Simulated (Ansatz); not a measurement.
**SnSiH3Cl2F (SMILES [F][Sn]([SiH3])([Cl])[Cl]): levels of theory compared**

Wanted: a comparison of 3 runs (HF/3-21G, PBE0/def2-SVP, MP2/def2-SVP) of SnSiH3Cl2F. 

The results are computed with Ansatz 0.2.0.

1 further run of the same task is left out (it didn't finish).

## Step 1: Starting point

SnSiH3Cl2F: 8 atoms, total charge 0, spin state singlet. SMILES: `[F][Sn]([SiH3])([Cl])[Cl]`. The shape is that of a PBE0-D4/def2-TZVP optimisation.

Bond lengths: F1–Sn2 1.911 Å, Sn2–Si3 2.565 Å, Sn2–Cl4 2.310 Å, Sn2–Cl5 2.310 Å, Si3–H6 1.481 Å, Si3–H7 1.480 Å, Si3–H8 1.480 Å. Some angles: F1–Sn2–Si3 110.9°, F1–Sn2–Cl4 104.1°, F1–Sn2–Cl5 104.0°, Si3–Sn2–Cl4 114.9°, Si3–Sn2–Cl5 114.9°, Cl4–Sn2–Cl5 107.0°, Sn2–Si3–H6 106.6°, Sn2–Si3–H7 107.0°, Sn2–Si3–H8 107.0°, H6–Si3–H7 111.9°.

## Step 2: Energy and gradient at HF/3-21G (run 1)

run.yaml

```yaml
basis:
  gaussian: {orbitals: 3-21G-spherical.json}
crystal:
  periodic: [false, false, false]
  atoms:
    - symbol: F
      position_ang: [-1.918300, 1.631500, 0.276500]
    - symbol: Sn
      position_ang: [-0.703800, 0.513200, -0.686400]
    - symbol: Si
      position_ang: [0.920800, -0.662100, 0.913400]
    - symbol: Cl
      position_ang: [-2.077700, -0.901400, -1.889500]
    - symbol: Cl
      position_ang: [0.289900, 1.941900, -2.205400]
    - symbol: H
      position_ang: [1.803300, -1.505800, 0.075800]
    - symbol: H
      position_ang: [0.101400, -1.472700, 1.842400]
    - symbol: H
      position_ang: [1.676600, 0.398400, 1.617500]
hamiltonian: {xc: hf}
accuracy: high
output: {forces: true, orbitals: {seedname: orbitals}}
```

The basis set 3-21G is read from a file made from the Basis Set Exchange's data (not shown).

The run is started by

```console
$ ansatz run run.yaml --threads 1 --pin off --max-ram 2610MiB --events-out events.jsonl --progress --plain --runs-dir runs
```

Log:

```text
Warning: RAYON_NUM_THREADS=1 ignored (pool sized by the plan → 1); use --threads N
Functional definition: HF
  name "HF"
  exchange = exact_x
  correlation = 0
1858 factors; integrals over basis functions are off by at most 7.1e-9 eV
mean field evaluation 1: about -198614.7098 eV, gradient 3.2e1 eV
mean field evaluation 2: about -198614.9368 eV, gradient 3.2e1 eV
mean field evaluation 4: about -198617.6018 eV, gradient 2.0e0 eV
mean field evaluation 8: about -198617.6370 eV, gradient 2.0e-1 eV
mean field evaluation 16: about -198617.6374 eV, gradient 2.1e-7 eV
mean field -198617.63737028 eV, -7299.0635454879 hartree, gradient 9.8e-9 eV, S^2 0.000000; 0 other end points of the search recorded, 0 dependent functions left out
the calculation of the forces begins
reference -198617.63737028 eV, -7299.0635454879 hartree; 55, 55 occupied and 30, 30 virtual orbitals, 1858 factors
Total energy: -198617.63737028 eV, -7299.0635454879 hartree
Atom 0 at    -1.918300     1.631500     0.276500 Å, force     0.425128    -0.401535    -0.429219 eV/Å
Atom 1 at    -0.703800     0.513200    -0.686400 Å, force    -0.484339     0.634870     2.092898 eV/Å
Atom 2 at     0.920800    -0.662100     0.913400 Å, force     0.220163    -0.170166     0.101851 eV/Å
Atom 3 at    -2.077700    -0.901400    -1.889500 Å, force    -0.865035    -0.930623    -0.800348 eV/Å
Atom 4 at     0.289900     1.941900    -2.205400 Å, force     0.660305     0.901055    -1.004426 eV/Å
Atom 5 at     1.803300    -1.505800     0.075800 Å, force    -0.006757     0.014359     0.071461 eV/Å
Atom 6 at     0.101400    -1.472700     1.842400 Å, force     0.048901     0.004411    -0.019581 eV/Å
Atom 7 at     1.676600     0.398400     1.617500 Å, force     0.001634    -0.052370    -0.012636 eV/Å
Dipole moment:     0.676533    -0.484770     0.706759 e Å
```

Run time: 7.2 s. Hardware: 1 thread of Arm Neoverse V2, shared host; peak memory 0.33 GiB.

## Step 3: Energy and forces at PBE0/def2-SVP (core potential) (run 2)

in.yaml

```yaml
crystal:
  periodic: [false, false, false]
  atoms:
    - {symbol: F, position_ang: [-1.918300, 1.631500, 0.276500]}
    - {symbol: Sn, position_ang: [-0.703800, 0.513200, -0.686400]}
    - {symbol: Si, position_ang: [0.920800, -0.662100, 0.913400]}
    - {symbol: Cl, position_ang: [-2.077700, -0.901400, -1.889500]}
    - {symbol: Cl, position_ang: [0.289900, 1.941900, -2.205400]}
    - {symbol: H, position_ang: [1.803300, -1.505800, 0.075800]}
    - {symbol: H, position_ang: [0.101400, -1.472700, 1.842400]}
    - {symbol: H, position_ang: [1.676600, 0.398400, 1.617500]}
basis:
  gaussian:
    orbitals: def2-SVP
hamiltonian:
  xc: {name: PBE0}
accuracy: high
output: {forces: true, orbitals: {seedname: orbitals}}
```

The run is started by

```console
$ ansatz run in.yaml --threads 1 --pin off --max-ram 2610MiB --events-out events.jsonl --progress --plain --runs-dir runs
```

Log, shortened:

```text
Warning: RAYON_NUM_THREADS=1 ignored (pool sized by the plan → 1); use --threads N
Functional definition: PBE0
  name "PBE0"
[...]
2339 factors; integrals over basis functions are off by at most 7.2e-9 eV
[...]
mean field -41496.78909983 eV, -1524.9788718847 hartree, gradient 2.4e-8 eV, S^2 0.000000; 0 other end points of the search recorded, 0 dependent functions left out
[...]
reference -41496.78910294 eV, -1524.9788719992 hartree; 41, 41 occupied and 68, 68 virtual orbitals, 2339 factors
Total energy: -41496.78910294 eV, -1524.9788719992 hartree
Atom 0 at    -1.918300     1.631500     0.276500 Å, force    -0.395853     0.365166     0.318511 eV/Å
Atom 1 at    -0.703800     0.513200    -0.686400 Å, force     0.413398    -0.322064     0.204572 eV/Å
Atom 2 at     0.920800    -0.662100     0.913400 Å, force    -0.085721     0.060486    -0.104451 eV/Å
Atom 3 at    -2.077700    -0.901400    -1.889500 Å, force    -0.264337    -0.292271    -0.238594 eV/Å
Atom 4 at     0.289900     1.941900    -2.205400 Å, force     0.210286     0.277569    -0.302368 eV/Å
Atom 5 at     1.803300    -1.505800     0.075800 Å, force     0.101934    -0.093156    -0.063941 eV/Å
Atom 6 at     0.101400    -1.472700     1.842400 Å, force    -0.066352    -0.088684     0.104170 eV/Å
Atom 7 at     1.676600     0.398400     1.617500 Å, force     0.086647     0.092953     0.082101 eV/Å
Dipole moment:     0.625045    -0.470863     0.446098 e Å
```

Run time: 22 s. Hardware: 1 thread of Arm Neoverse V2, shared host; peak memory 0.47 GiB.

## Step 4: Energy and forces at MP2/def2-SVP (core potential) (run 3)

in.yaml, as its differences from that of step 3:

```diff
@@ -12,6 +12,4 @@
 basis:
-  gaussian:
-    orbitals: def2-SVP
-hamiltonian:
-  xc: {name: PBE0}
+  gaussian: {orbitals: def2-SVP}
+correlation: {method: mp2, frozen_orbitals: {Cl: 5, F: 1, H: 0, Si: 5, Sn: 4}}
 accuracy: high
```

The run is started by

```console
$ ansatz run in.yaml --threads 1 --pin off --max-ram 2610MiB --events-out events.jsonl --progress --plain --runs-dir runs
```

Log, shortened:

```text
Warning: RAYON_NUM_THREADS=1 ignored (pool sized by the plan → 1); use --threads N
Functional definition: HF
  name "HF"
[...]
2339 factors; integrals over basis functions are off by at most 7.2e-9 eV
[...]
mean field -41419.18319924 eV, -1522.1269076413 hartree, gradient 8.1e-8 eV, S^2 0.000000; 0 other end points of the search recorded, 0 dependent functions left out
20 core orbitals not correlated: weight in the atoms' cores, before any rotation towards them, 1.000 or more for the frozen orbitals, at most 0.000 for the correlated occupied ones
reference -41419.18319924 eV, -1522.1269076413 hartree; 21, 21 occupied and 68, 68 virtual orbitals, 2339 factors
second order -17.73604228 eV of doubles, -0.00000000 eV of singles
[...]
Total energy: -41436.91924152 eV, -1522.7786951732 hartree
Atom 0 at    -1.918300     1.631500     0.276500 Å, force    -0.420227     0.388735     0.347855 eV/Å
Atom 1 at    -0.703800     0.513200    -0.686400 Å, force     0.391552    -0.320925     0.051284 eV/Å
Atom 2 at     0.920800    -0.662100     0.913400 Å, force    -0.008248     0.004810    -0.025054 eV/Å
Atom 3 at    -2.077700    -0.901400    -1.889500 Å, force    -0.210059    -0.250526    -0.188882 eV/Å
Atom 4 at     0.289900     1.941900    -2.205400 Å, force     0.185081     0.223849    -0.242079 eV/Å
Atom 5 at     1.803300    -1.505800     0.075800 Å, force    -0.009425     0.017873     0.079527 eV/Å
Atom 6 at     0.101400    -1.472700     1.842400 Å, force     0.077237     0.017511    -0.017157 eV/Å
Atom 7 at     1.676600     0.398400     1.617500 Å, force    -0.005910    -0.081327    -0.005494 eV/Å
Dipole moment:     0.600259    -0.454286     0.409437 e Å
```

Wall time 24 s (1 thread of Arm Neoverse V2, shared host); peak memory 0.48 GiB.

## Step 5: All runs side by side

```csv
run,level,core potential,frozen core orbitals,energy (Eh),dipole moment (D),HOMO energy (eV),LUMO energy (eV),wall time
1,HF/3-21G,none,–,-7299.063545,5.24,-11.78,1.19,7.2 s
2,PBE0/def2-SVP (core potential),def2-SVP,–,-1524.978872,4.33,-8.80,-1.94,22 s
3,MP2/def2-SVP (core potential),def2-SVP,20,-1522.778695,4.12,-11.58,1.82,24 s
```

## Step 6: What came out

```
                                           quantity           value
                                run 3: total energy  -1522.77870 Eh
          run 3: dipole moment (correlated density)          4.12 D
         run 3: HOMO energy (Hartree–Fock orbitals)       -11.58 eV
         run 3: LUMO energy (Hartree–Fock orbitals)         1.82 eV
       run 3: HOMO–LUMO gap (Hartree–Fock orbitals)        13.40 eV
run 3: correlation energy (20 core orbitals frozen)      -651.8 mEh
                    run 3: largest force on an atom      0.670 eV/Å
```

**Reading.** The dipole moment (its size) runs from 4.12 D (MP2/def2-SVP) to 5.24 D (HF/3-21G). The two ends differ in method and basis and core potential. Some runs of one species differ in core potentials or relativity; totals across that change don't compare. In run 1 relativity is left out where basis or elements ask for it. All runs together took 53 s, the longest 24 s.
